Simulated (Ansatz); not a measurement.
Crystal: BiTe.

```
CELL_PARAMETERS angstrom
2.42271 1.39875 3.31729
-2.42271 1.39875 3.31729
0.00000 -2.79750 3.31729
ATOMIC_POSITIONS crystal
Bi 0.50000 0.50000 0.50000
Te 0.00000 0.00000 0.00000
```

The cell comes from a database or a generator and needn't be the stable form of this composition.

Base run:

| Item | Value |
| --- | --- |
| Program | Ansatz 0.2.0 |
| Functional | PBEsol |
| Potentials or basis | Ansatz PAW |
| Cutoff | 420 eV (not typed: the program's choice for these potentials) |
| k mesh | 7 × 7 × 7 |
| Occupations | fermi-dirac, width 0.05 eV |
| Spin | spin-orbit coupling, no magnetisation |

Its results: band gap on the k mesh none (metal or under the smearing width); pressure -1.2 GPa.

**Question.** The run is repeated on the same cell with these changes: spin from spin-orbit coupling, no magnetisation to no spin polarisation; potential files from those of the base run to others of the same set. What comes out?

**Answer.** Band gap on the k mesh none (metal or under the smearing width); pressure -2.3 GPa.

Caveats: the PAW data sets come from PBE, with cores solved anew for the run's functional, which leaves a small shift of forces and pressure; spin-orbit coupling is left out, which moves the levels of the heavy elements (some runs).
